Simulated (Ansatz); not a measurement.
# SiSnH₆ + HCl: a complex and its separated parts

The complex below is one end of an elementary step. How strongly is it bound against its free parts?

Program: Ansatz 0.2.0, Gaussian basis. Level of theory: PBE0-D4/def2-TZVP structures, single points in def2-TZVPP, no counterpoise correction. These are calculated values, not measurements.

Levels: SPW92, PBE-D4, BLYP-D4, r2SCAN-D4, B97M-V, PBE0-D4, B3LYP-D4, r2SCAN0-D4, BHLYP-D4, CAM-B3LYP-D4, wB97X-V, wB97M-V, B2PLYP, PBE-QIDH, RPA on PBE, Hartree-Fock, MP2, CCSD, CCSD(T).

Correlated methods freeze the cores. Filled d shells of the heavier atoms are correlated. Core potentials replace the inner electrons past krypton, and spin-orbit coupling is left out. B3LYP uses VWN-RPA correlation. B2PLYP carries no dispersion term here.

88 further runs of the same task are left out: 88 set aside as unsound or not needed.

**1. The system as given**

The complex: 10 atoms, charge 0, spin multiplicity 1.

Atoms are counted from 1 here; the program's logs count them from 0.

Bond lengths: Sn1–Si2 2.564 Å, Sn1–H3 1.704 Å, Sn1–H4 1.704 Å, Sn1–H5 1.709 Å, Si2–H8 1.493 Å, Si2–H9 1.486 Å, Si2–H10 1.486 Å, H6–Cl7 1.283 Å. Angles: Si2–Sn1–H3 110.8°, Si2–Sn1–H4 110.8°, Si2–Sn1–H5 108.6°, H3–Sn1–H4 109.6°, H3–Sn1–H5 108.5°, H4–Sn1–H5 108.5°, Sn1–Si2–H8 111.3°, Sn1–Si2–H9 110.8°, Sn1–Si2–H10 110.8°, H8–Si2–H9 107.3°, H8–Si2–H10 107.3°, H9–Si2–H10 109.0°.

As a file:

```mol
ClH7SiSn
  3D, bonds by distance, orders not assigned

 10  8  0  0  0  0  0  0  0  0999 V2000
   -1.0854    0.6355   -0.7892 Sn  0  0
    0.1699   -1.4128    0.1075 Si  0  0
   -0.0628    1.5969   -1.7550 H   0  0
   -1.7071    1.5723    0.4909 H   0  0
   -2.3912    0.0965   -1.7511 H   0  0
    1.8770    0.8645    1.3919 H   0  0
    1.8895    2.1474    1.4094 Cl  0  0
    1.3223   -1.0103    0.9669 H   0  0
    0.7137   -2.2298   -1.0084 H   0  0
   -0.7259   -2.2604    0.9368 H   0  0
  1  2  8  0
  1  3  8  0
  1  4  8  0
  1  5  8  0
  2  8  8  0
  2  9  8  0
  2 10  8  0
  6  7  8  0
M  END
```

Its parts: SiSnH₆ holds atoms 1, 2, 3, 4, 5, 8, 9, 10; HCl holds atoms 6, 7. Each part counts its atoms afresh in its own runs.

**2. Relaxing SiSnH₆ alone**

Input file relax-a/in.yaml:

```yaml
crystal:
  periodic: [false, false, false]
  atoms:
    - {symbol: Sn, position_ang: [-1.085448, 0.635490, -0.789197]}
    - {symbol: Si, position_ang: [0.169851, -1.412800, 0.107510]}
    - {symbol: H, position_ang: [-0.062841, 1.596901, -1.754983]}
    - {symbol: H, position_ang: [-1.707144, 1.572281, 0.490922]}
    - {symbol: H, position_ang: [-2.391194, 0.096534, -1.751053]}
    - {symbol: H, position_ang: [1.322343, -1.010258, 0.966937]}
    - {symbol: H, position_ang: [0.713724, -2.229809, -1.008364]}
    - {symbol: H, position_ang: [-0.725925, -2.260353, 0.936797]}
basis:
  gaussian: {orbitals: def2-TZVP}
hamiltonian: {xc: pbe0, dispersion: d4}
relax: {f_tol: 0.005, max_steps: 200}
```

Started as:

```console
$ ansatz run in.yaml --threads 4 --pin off --events-out ev --progress --plain --max-ram 9574MiB
```

The runs that follow: Relaxing HCl alone; SPW92/def2-TZVPP; PBE-D4/def2-TZVPP; BLYP-D4/def2-TZVPP; r2SCAN-D4/def2-TZVPP; B97M-V/def2-TZVPP; PBE0-D4/def2-TZVPP; B3LYP-D4/def2-TZVPP; r2SCAN0-D4/def2-TZVPP; BHLYP-D4/def2-TZVPP; CAM-B3LYP-D4/def2-TZVPP; wB97X-V/def2-TZVPP; wB97M-V/def2-TZVPP; B2PLYP/def2-TZVPP; PBE-QIDH/def2-TZVPP; RPA on PBE/def2-TZVPP; CCSD(T)/def2-TZVPP; Vibrations of SiSnH₆; Vibrations of HCl.

**Question.** What will these runs give? Wanted: complex less parts, CCSD(T)/def2-TZVPP; with zero-point energy; largest T1 diagnostic.

The runs gave:

```
                              quantity        value
complex less parts, CCSD(T)/def2-TZVPP  -5.6 kJ/mol
                with zero-point energy  -2.8 kJ/mol
                 largest T1 diagnostic        0.013
```

At CCSD(T) the complex lies 5.6 kJ/mol below its parts. Among the functionals r2SCAN0-D4 lands nearest to CCSD(T) (-1.0 kJ/mol) and SPW92 farthest (-9.4 kJ/mol). By rung, the mean size of the error is: LDA 9.4, GGA 3.9, meta-GGA 2.0, hybrid 2.3, range-separated hybrid 1.7, double hybrid 2.3 kJ/mol. PBE-D4 gives a relative energy 4.6 kJ/mol too low, an error of 82 % of the reference. No counterpoise was applied, and triple zeta lacks some correlation, so the CCSD(T) reference has a basis error of its own, and close matches with it are partly luck.
